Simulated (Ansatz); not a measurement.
**MgZnH2 (SMILES [MgH][ZnH]): single points off equilibrium**

An exercise on one series of results from a longer session: the logs are not shown, and one member is left open.

The runs use Ansatz 0.2.0, Gaussian basis; single points in def2-TZVPP.

Cores are frozen in the correlated methods. The 3s and 3p shells of Cu and Zn are frozen; filled d shells are correlated. The outer core shell of Li, Na, Mg and K is correlated.

### The system as given

SMILES `[MgH][ZnH]`, 4 atoms, charge 0, spin multiplicity 1.

Atoms are counted from 1 here; the program's logs count them from 0.

Bond lengths: Mg1–Zn2 2.403 Å, Mg1–H3 1.834 Å, Zn2–H4 1.933 Å. Angles: Zn2–Mg1–H3 175.9°, Mg1–Zn2–H4 169.4°.

As a file:

```xyz
4

Mg    0.09890   -1.05310    0.57670
Zn   -0.05120    1.08790   -0.50490
H     0.28750   -2.63050    1.49240
H    -0.48370    2.68750   -1.49960
```

The first run:

Input file run/in.yaml:

```yaml
crystal:
  periodic: [false, false, false]
  atoms:
    - {symbol: Mg, position_ang: [0.098900, -1.053100, 0.576700]}
    - {symbol: Zn, position_ang: [-0.051200, 1.087900, -0.504900]}
    - {symbol: H, position_ang: [0.287500, -2.630500, 1.492400]}
    - {symbol: H, position_ang: [-0.483700, 2.687500, -1.499600]}
basis:
  gaussian: {orbitals: def2-TZVPP}
correlation: {method: ccsd_t, frozen_orbitals: {H: 0, Mg: 1, Zn: 9}}
output: {forces: true}
```

No record of the launch command was kept for these runs.

Among the steps run: CCSD(T)/def2-TZVPP; PBE0-D4/def2-TZVPP; wB97M-V/def2-TZVPP; r2SCAN-D4/def2-TZVPP; PBE-D4/def2-TZVPP; r2SCAN0-D4/def2-TZVPP; r2SCANh-D4/def2-TZVPP.

One table of the session follows, with a row left open; its other results are not shown here.

```
    method  RMS force component (eV/Å)  angle to CCSD(T) forces (°)  dipole (D)
   CCSD(T)                       1.349                    reference        0.89
   PBE0-D4                       1.319                          0.6        0.89
   wB97M-V                       1.319                          1.9        0.95
 r2SCAN-D4                       1.305                          1.2        0.99
    PBE-D4                       1.235                          1.3        0.90
r2SCAN0-D4                       1.353                          0.8        0.96
r2SCANh-D4                           ?                            ?           ?
```

Estimate the missing values for r2SCANh-D4.

Worked estimate for «RMS force component (eV/Å)». Against the share of exact exchange, r2SCAN-D4 (0, 1.305), r2SCAN0-D4 (0.25, 1.353) give a slope of 0.192 per unit share; at 0.1 the line stands at 1.324.

As computed: RMS force component (eV/Å): 1.324; angle to CCSD(T) forces (°): 1.0; dipole (D): 0.98. In «RMS force component (eV/Å)» the line misses by 0.000.
